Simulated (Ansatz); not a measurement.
# C₃H₈BN: a rigid scan of the bond length C3–H9

The task here is to estimate one member of a computed series from the others.

The runs use Ansatz 0.2.0, Gaussian basis; single points in def2-TZVPP.

Levels: PBE-D4, r2SCAN-D4, PBE0-D4, B3LYP-D4, wB97M-V, Hartree-Fock, MP2, CCSD, CCSD(T). The scan takes 0.963, 1.001, 1.057, 1.122, 1.194, 1.272, 1.354, 1.441, 1.532 Å.

Cores are frozen in the correlated methods. B3LYP uses VWN-RPA correlation.

10 further runs of the same task are left out: 10 set aside as unsound or not needed.

**Starting geometry**

The minimum, relaxed at PBE0-D4: SMILES `BN(C)C=C`, 13 atoms, charge 0, spin multiplicity 1.

Atoms are counted from 1 here; the program's logs count them from 0.

Bond lengths: B1–N2 1.399 Å, B1–H6 1.195 Å, B1–H7 1.195 Å, N2–C3 1.449 Å, N2–C4 1.395 Å, C3–H8 1.094 Å, C3–H9 1.094 Å, C3–H10 1.087 Å, C4–C5 1.331 Å, C4–H11 1.084 Å, C5–H12 1.082 Å, C5–H13 1.081 Å. Angles: N2–B1–H6 118.5°, N2–B1–H7 119.0°, H6–B1–H7 122.5°, B1–N2–C3 122.3°, B1–N2–C4 121.2°, C3–N2–C4 116.5°, N2–C3–H8 110.7°, N2–C3–H9 110.7°, N2–C3–H10 109.1°, H8–C3–H9 108.1°, H8–C3–H10 109.1°, H9–C3–H10 109.1°, N2–C4–C5 126.4°, N2–C4–H11 112.9°, C5–C4–H11 120.7°, C4–C5–H12 123.3°, C4–C5–H13 119.4°, H12–C5–H13 117.4°.

Geometry (Å):

```mol
C3H8BN
  3D, bonds by distance, orders not assigned

 13 12  0  0  0  0  0  0  0  0999 V2000
   -0.1594    0.3705   -1.8510 B   0  0
    0.0383    0.1249   -0.4883 N   0  0
    1.2884    0.4266    0.1787 C   0  0
   -0.9699   -0.4279    0.3008 C   0  0
   -0.8941   -0.7033    1.6003 C   0  0
   -1.2179    0.0955   -2.3332 H   0  0
    0.7325    0.8457   -2.4887 H   0  0
    1.7260   -0.4793    0.6089 H   0  0
    1.1312    1.1451    0.9888 H   0  0
    1.9831    0.8497   -0.5429 H   0  0
   -1.8780   -0.6303   -0.2556 H   0  0
   -0.0098   -0.5186    2.1956 H   0  0
   -1.7500   -1.1335    2.1017 H   0  0
  1  2  8  0
  1  6  8  0
  1  7  8  0
  2  3  8  0
  2  4  8  0
  3  8  8  0
  3  9  8  0
  3 10  8  0
  4  5  8  0
  4 11  8  0
  5 12  8  0
  5 13  8  0
M  END
```

Energies of the minimum (eV), from earlier single points: PBE-D4 -5402.53245, r2SCAN-D4 -5406.52971, PBE0-D4 -5403.28160, B3LYP-D4 -5410.73115, wB97M-V -5407.10375, CCSD(T) -5397.92511.

At the minimum the bond length C3–H9 is 1.094 Å.

The first run:

ccsdt-tzvpp/in.yaml

```yaml
crystal:
  periodic: [false, false, false]
  atoms:
    - {symbol: B, position_ang: [-0.159378, 0.370526, -1.851008]}
    - {symbol: N, position_ang: [0.038320, 0.124930, -0.488303]}
    - {symbol: C, position_ang: [1.288410, 0.426593, 0.178711]}
    - {symbol: C, position_ang: [-0.969881, -0.427908, 0.300754]}
    - {symbol: C, position_ang: [-0.894068, -0.703288, 1.600305]}
    - {symbol: H, position_ang: [-1.217949, 0.095525, -2.333181]}
    - {symbol: H, position_ang: [0.732451, 0.845650, -2.488720]}
    - {symbol: H, position_ang: [1.725996, -0.479283, 0.608866]}
    - {symbol: H, position_ang: [1.150080, 1.058968, 0.891687]}
    - {symbol: H, position_ang: [1.983074, 0.849711, -0.542939]}
    - {symbol: H, position_ang: [-1.878035, -0.630339, -0.255617]}
    - {symbol: H, position_ang: [-0.009813, -0.518613, 2.195580]}
    - {symbol: H, position_ang: [-1.749971, -1.133475, 2.101687]}
basis:
  gaussian: {orbitals: def2-TZVPP}
correlation: {method: ccsd_t}
```

The command line of these runs was not kept.

Steps of the session up to this table: C3–H9 = 0.963 Å; C3–H9 = 1.001 Å; C3–H9 = 1.057 Å; C3–H9 = 1.122 Å; C3–H9 = 1.194 Å; C3–H9 = 1.272 Å; C3–H9 = 1.354 Å; C3–H9 = 1.441 Å; C3–H9 = 1.532 Å.

One of the session's tables, all rows but one given; the rest of the session is left out.

It belongs to the step «The curves». Energies less that of the minimum at the same level (kcal/mol):

| bond length (Å) | PBE-D4 | PBE0-D4 | B3LYP-D4 | wB97M-V | Hartree-Fock |
| --- | --- | --- | --- | --- | --- |
| 0.963 | 9.0 | 8.3 | 8.0 | 8.1 | 7.4 |
| 1.001 | 4.3 | 3.9 | 3.7 | 3.7 | 3.2 |
| 1.057 | 0.7 | 0.5 | 0.5 | 0.5 | 0.3 |
| 1.094 (minimum) | 0.0 | 0.0 | 0.0 | 0.0 | 0.0 |
| 1.122 | 0.1 | 0.3 | 0.3 | 0.3 | 0.5 |
| 1.194 | 2.5 | 3.2 | 3.2 | 3.3 | 4.0 |
| 1.272 | 7.5 | 8.7 | 8.6 | 8.8 | 10.3 |
| 1.354 | 14.3 | 16.0 | 15.7 | 16.3 | 18.6 |
| 1.441 | ? | ? | ? | ? | ? |
| 1.532 | 30.9 | 34.2 | 33.1 | 34.9 | 39.2 |

Estimate the missing values for bond length (Å) = 1.441.

Worked estimate for «PBE-D4». A straight line through the neighbours (1.354, 14.3) and (1.532, 30.9) gives 14.3 + (30.9 − 14.3) × (1.441 − 1.354) / (1.532 − 1.354) = 22.4; a parabola fitted to 3 rows on both sides gives 22.1.

The run gave: PBE-D4: 22.1; PBE0-D4: 24.6; B3LYP-D4: 23.9; wB97M-V: 25.2; Hartree-Fock: 28.4. In «PBE-D4» the line misses by +0.3 and the parabola by 0.0.

Caveats from the session: A polynomial through the near points puts the CCSD(T) minimum 0.001 Å below the PBE0-D4 value.
